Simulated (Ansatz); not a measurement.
# CH₂AlLiO (SMILES [Li][Al]1[CH2][O]1): functionals against CCSD(T) at one geometry

An exercise on one series of results from a longer session: the logs are not shown, and one member is left open.

Program: Ansatz 0.2.0, Gaussian basis. Level of theory: single points in def2-TZVPP. These are calculated values, not measurements.

Correlated methods freeze the cores. The outer core shell of Li, Na, Mg and K is correlated. B3LYP uses VWN-RPA correlation.

## The starting structure

6 atoms, charge 0, spin multiplicity 1.

Atoms are counted from 1 here; the program's logs count them from 0.

Bond lengths: Li1–Al2 2.476 Å, Al2–C3 1.963 Å, Al2–O4 1.713 Å, C3–O4 1.562 Å, C3–H5 1.098 Å, C3–H6 1.085 Å. Angles: Li1–Al2–C3 168.4°, Li1–Al2–O4 141.7°, C3–Al2–O4 49.7°, Al2–C3–O4 56.8°, Al2–C3–H5 125.8°, Al2–C3–H6 123.6°, O4–C3–H5 106.8°, O4–C3–H6 107.0°, H5–C3–H6 110.5°, Al2–O4–C3 73.5°.

Geometry (Å):

```
Li   -2.58230   -2.23840   -0.45460
Al   -0.74260   -0.60680   -0.16490
C     0.90050    0.38570    0.24440
O    -0.37620    1.05520   -0.35790
H     1.72360    0.58340   -0.45520
H     1.08960    0.86630    1.19810
```

Set-up of the first run:

Input file run/in.yaml:

```yaml
crystal:
  periodic: [false, false, false]
  atoms:
    - {symbol: Li, position_ang: [-2.582300, -2.238400, -0.454600]}
    - {symbol: Al, position_ang: [-0.742600, -0.606800, -0.164900]}
    - {symbol: C, position_ang: [0.900500, 0.385700, 0.244400]}
    - {symbol: O, position_ang: [-0.376200, 1.055200, -0.357900]}
    - {symbol: H, position_ang: [1.723600, 0.583400, -0.455200]}
    - {symbol: H, position_ang: [1.089600, 0.866300, 1.198100]}
basis:
  gaussian: {orbitals: def2-TZVPP}
correlation: {method: ccsd_t}
output: {forces: true}
```

No record of the launch command was kept for these runs.

Among the steps run: CCSD(T)/def2-TZVPP; PBE0-D4/def2-TZVPP; wB97M-V/def2-TZVPP; r2SCAN-D4/def2-TZVPP; PBE-D4/def2-TZVPP; wB97X-V/def2-TZVPP; B3LYP-D4/def2-TZVPP.

One table of the session follows, with a row left open; its other results are not shown here.

```
   method  RMS force component (eV/Å)  angle to CCSD(T) forces (°)  dipole (D)
  CCSD(T)                       0.408                    reference        9.53
  PBE0-D4                       0.564                         16.1        9.28
  wB97M-V                       0.488                         15.4        9.56
r2SCAN-D4                           ?                            ?           ?
   PBE-D4                       0.455                         20.6        8.71
  wB97X-V                       0.537                         17.5        9.62
 B3LYP-D4                       0.432                          7.6        9.27
```

Q: Estimate the row for r2SCAN-D4 from the others.

As computed: RMS force component (eV/Å): 0.461; angle to CCSD(T) forces (°): 7.3; dipole (D): 9.17. In the column «RMS force component (eV/Å)» it lies between PBE-D4 (0.455) and wB97M-V (0.488).
